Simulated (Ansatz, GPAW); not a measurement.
## A script for BN (PBE in single-zeta orbitals)

These are simulated results from GPAW 26.7.0, not measurements. The cell began as a measured structure and was relaxed with r2SCAN in plane waves (Ansatz 0.2.0). All runs are without spin polarisation.

It is hexagonal, P6_3mc (No. 186); a = 2.544 Å, c = 4.208 Å in the conventional setting, 5.90 Å³ an atom. Around B lie 4 N at 1.56–1.58 Å; around N lie 4 B at 1.56–1.58 Å.

The basis is minimal: single zeta, one radial function for each shell that the log's basis lists. It describes the filled bands fairly and the empty ones poorly.

Input script:

```python
import json
from ase import Atoms
from gpaw import GPAW, PW, FermiDirac

atoms = Atoms(['B', 'B', 'N', 'N'],
              cell=[[2.543949, -0.0, 0.0], [-1.271975, 2.203125, -0.0], [0.0, -0.0, 4.207817]],
              scaled_positions=[[0.666667, 0.333333, 0.000204], [0.333333, 0.666667, 0.500204], [0.666667, 0.333333, 0.374796], [0.333333, 0.666667, 0.874796]],
              pbc=True)
calc = GPAW(mode='lcao', basis='sz(dzp)', h=0.2, xc='PBE', kpts={'size': (9, 9, 4), 'gamma': True},
            occupations=FermiDirac(0.02), maxiter=100, legacy_gpaw=True, txt='gpaw.txt')
atoms.calc = calc
res = {'energy': atoms.get_potential_energy(force_consistent=True)}
res['electrons'] = calc.get_number_of_electrons()
res['k'] = calc.get_ibz_k_points().tolist()
res['levels'] = [calc.get_eigenvalues(kpt=i).tolist() for i in range(len(res['k']))]
points = [[0.0, 0.0, 0.0], [0.5, 0.0, 0.0], [0.333333, 0.333333, 0.0], [0.0, 0.0, 0.5], [0.5, 0.0, 0.5], [0.333333, 0.333333, 0.5], [0.1, 0.0, 0.0]]
bands = calc.fixed_density(kpts=points, symmetry='off', txt='bands.txt')
res['points'] = [bands.get_eigenvalues(kpt=i).tolist() for i in range(len(points))]
json.dump(res, open('results.json', 'w'))
print('free energy (eV):', round(res['energy'], 5))
```

Command: `python run.py`. It took 70 s on 1 thread of Arm Neoverse V1, on a shared host, peak memory 0.15 GiB.

The log gpaw.txt, trimmed of paths, versions and times, then the last line on the terminal. An iter line gives the energy in eV and the logarithms of the changes of orbitals (plane waves alone) and density (c: converged):

```
___ ___ ___ _ _ _
 |   |   |_  | | | |

 | | | | | . | | | |

 |__ |  _|___|_____|  26.7.0
 |___|_|

Input parameters:
  basis: sz(dzp)
  h: 0.2
  kpts: {gamma: True,
         size: (9, 9, 4)}
  maxiter: 100
  mode: lcao
  occupations: {fixmagmom: False,
                name: fermi-dirac,
                width: 0.02}
  xc: PBE

System changes: positions, numbers, cell, pbc, initial_charges, initial_magmoms

Initialize ...

species:
  B:
    name:    Boron
    Z:       5.0
    valence: 3
    core:    2
    charge:  0.0  # [|e|]
    compensation charges:
      type: gauss
      rc: 0.20  # [Å]
      lmax: 2
    cutoffs:
      filter: 1.14  # [Å]
      core: 1.38  # [Å]
    projectors
    | kind |    occ | energy [eV] | rcut [Å] |

    |------|--------|-------------|----------|

    |   2s |  2.000 |      -9.443 |    0.635 |

    |   2p |  1.000 |      -3.606 |    0.635 |

    |    s |        |      17.768 |    0.635 |

    |    p |        |      23.605 |    0.635 |

    |    d |        |       0.000 |    0.635 |

    LCAO basis set for B:
      Name: sz(dzp)
      Number of radial functions: 2
      Number of spherical harmonics: 4
        l=0, rc=6.6719 Bohr: 2s-sz confined orbital
        l=1, rc=8.2188 Bohr: 2p-sz confined orbital
      Number of RI-basis functions 0

  N:
    name:    Nitrogen
    Z:       7.0
    valence: 5
    core:    2
    charge:  0.0  # [|e|]
    compensation charges:
      type: gauss
      rc: 0.18  # [Å]
      lmax: 2
    cutoffs:
      filter: 1.11  # [Å]
      core: 0.96  # [Å]
    projectors
    | kind |    occ | energy [eV] | rcut [Å] |

    |------|--------|-------------|----------|

    |   2s |  2.000 |     -18.583 |    0.603 |

    |   2p |  3.000 |      -7.089 |    0.529 |

    |    s |        |       8.629 |    0.603 |

    |    p |        |      20.123 |    0.529 |

    |    d |        |       0.000 |    0.577 |

    LCAO basis set for N:
      Name: sz(dzp)
      Number of radial functions: 2
      Number of spherical harmonics: 4
        l=0, rc=4.8594 Bohr: 2s-sz confined orbital
        l=1, rc=6.0625 Bohr: 2p-sz confined orbital
      Number of RI-basis functions 0

Reference energy: -4302.422143  # eV

Spin-paired calculation

Convergence criteria:
 Maximum [total energy] change in last 3 cyles: 0.0005 eV / valence electron
 Maximum integral of absolute [dens]ity change: 0.0001 electrons / valence electron
 Maximum integral of absolute [eigenst]ate change: 4e-08 eV^2 / valence electron
 Maximum number of scf [iter]ations: 100
 (Square brackets indicate name in SCF output, whereas a 'c' in
 the SCF output indicates the quantity has converged.)

Symmetries present (total): 1

  ( 1  0  0)
  ( 0  1  0)
  ( 0  0  1)

324 k-points: 9 x 9 x 4 Monkhorst-Pack grid + [0.000000,0.000000,1/8]
163 k-points in the irreducible part of the Brillouin zone
       k-points in crystal coordinates                weights
   0:     0.00000000    0.00000000    0.00000000          1/324
   1:     0.00000000    0.00000000    0.25000000          2/324
   2:     0.00000000    0.00000000    0.50000000          1/324
   3:     0.00000000    0.11111111   -0.25000000          2/324
   4:     0.00000000    0.11111111    0.00000000          2/324
   5:     0.00000000    0.11111111    0.25000000          2/324
   6:     0.00000000    0.11111111    0.50000000          2/324
   7:     0.00000000    0.22222222   -0.25000000          2/324
   8:     0.00000000    0.22222222    0.00000000          2/324
   9:     0.00000000    0.22222222    0.25000000          2/324
          ...
 162:     0.44444444    0.44444444    0.50000000          2/324

Wave functions: LCAO
  Diagonalizer: Serial LAPACK
  Atomic Correction: dense with blas
  Data-type: complex

Occupation numbers: Fermi-Dirac:
  width: 0.0200  # eV

Eigensolver
   LCAO using direct dense diagonalizer

Densities:
  Coarse grid: 12*12*20 grid
  Fine grid: 24*24*40 grid
  Total Charge: 0.000000

Density mixing:
  Method: separate
  Backend: msr1
  Linear mixing parameter: 0.05
  old densities: 10
  Width of damping distribution: 1.1
  Damping of long wavelength oscillations: 20

Hamiltonian:
  XC and Coulomb potentials evaluated on a 24*24*40 grid
  Using the PBE Exchange-Correlation functional
  Interpolation: tri-quintic (5. degree polynomial)
  Poisson solver: FastPoissonSolver using
    Stencil: 8*3+1=25 point O(h^6) finite-difference Laplacian
    FFT axes: [np.int64(0), np.int64(1), np.int64(2)]
    FST axes: []

XC parameters: PBE with 2 nearest neighbor stencil

Memory estimate:
  Process memory now: 109.52 MiB
  Calculator: 8.86 MiB
    Density: 3.18 MiB
      Arrays: 0.57 MiB
      Localized functions: 2.17 MiB
      Mixer: 0.44 MiB
    Hamiltonian: 0.55 MiB
      Arrays: 0.37 MiB
      XC: 0.00 MiB
      Poisson: 0.00 MiB
      vbar: 0.18 MiB
    Wavefunctions: 5.14 MiB
      C [qnM]: 0.56 MiB
      S, T [2 x qmm]: 1.27 MiB
      P [aqMi]: 0.13 MiB
      BasisFunctions: 3.18 MiB
      Eigensolver: 0.00 MiB

Total number of cores used: 1

Number of atoms: 4
Number of atomic orbitals: 16
Number of bands in calculation: 14
Number of valence electrons: 16
Bands to converge: occupied
Positions:
   0 B      1.271976    0.734374    0.000858    ( 0.0000,  0.0000,  0.0000)
   1 B     -0.000002    1.468751    2.104767    ( 0.0000,  0.0000,  0.0000)
   2 N      1.271976    0.734374    1.577073    ( 0.0000,  0.0000,  0.0000)
   3 N     -0.000002    1.468751    3.680981    ( 0.0000,  0.0000,  0.0000)

Unit cell:
           periodic     x           y           z      points  spacing
  1. axis:    yes    2.543949   -0.000000    0.000000    12     0.1836
  2. axis:    yes   -1.271975    2.203125   -0.000000    12     0.1836
  3. axis:    yes    0.000000   -0.000000    4.207817    20     0.2104

  Lengths:   2.543949   2.543950   4.207817
  Angles:   90.000000  90.000000 120.000004

Effective grid spacing dv^(1/3) = 0.2016

iter:   1   -32.029559        c
iter:   2   -31.866158        c -0.94
iter:   3   -31.316298        c -0.98
iter:   4   -31.318228        c -1.56
iter:   5   -31.319217c       c -1.88
iter:   6   -31.319203c       c -3.08
iter:   7   -31.319202c       c -3.79
iter:   8   -31.319202c       c -5.05c

Converged after 8 iterations.

Energy contributions relative to reference atoms: (reference = -4302.422143)

Kinetic:        +27.271531
Potential:      -25.194947
External:        +0.000000
XC:             -34.659485
Entropy (-ST):   -0.000000
Local:           +1.263699
SIC:             +0.000000
--------------------------
Free energy:    -31.319202
Extrapolated:   -31.319202

Showing only first 2 kpts
 Kpt  Band  Eigenvalues  Occupancy
  0     6     10.30140    2.00000
  0     7     10.31293    2.00000
  0     8     19.25803    0.00000
  0     9     19.26305    0.00000

  1     6      9.87625    2.00000
  1     7      9.88637    2.00000
  1     8     19.86525    0.00000
  1     9     19.87210    0.00000

Fermi level: 13.53365

Gap: 8.315 eV
Transition (v -> c):
  (s=0, k=0, n=7, [0.00, 0.00, 0.00]) -> (s=0, k=97, n=8, [0.33, -0.33, 0.25])
Direct/indirect transitions are different
Direct gap: 8.945 eV
Transition at: (s=0, k=0, n=7, [0.00, 0.00, 0.00])

free energy (eV): -31.3192
```

The gap in the log is over the mesh alone; results.json adds the listed points. PBE in single-zeta orbitals gives a gap of 8.32 eV. On the same cell, plane-wave PBE (Ansatz, 12×12×6 k points and the special points) gives a gap of 5.21 eV and r2SCAN a gap of 5.75 eV; on shared hosts these took about 3.3 and 7.3 core-seconds on the 4-atom cell, against 70 for the script. Semilocal gaps usually lie below measured ones.
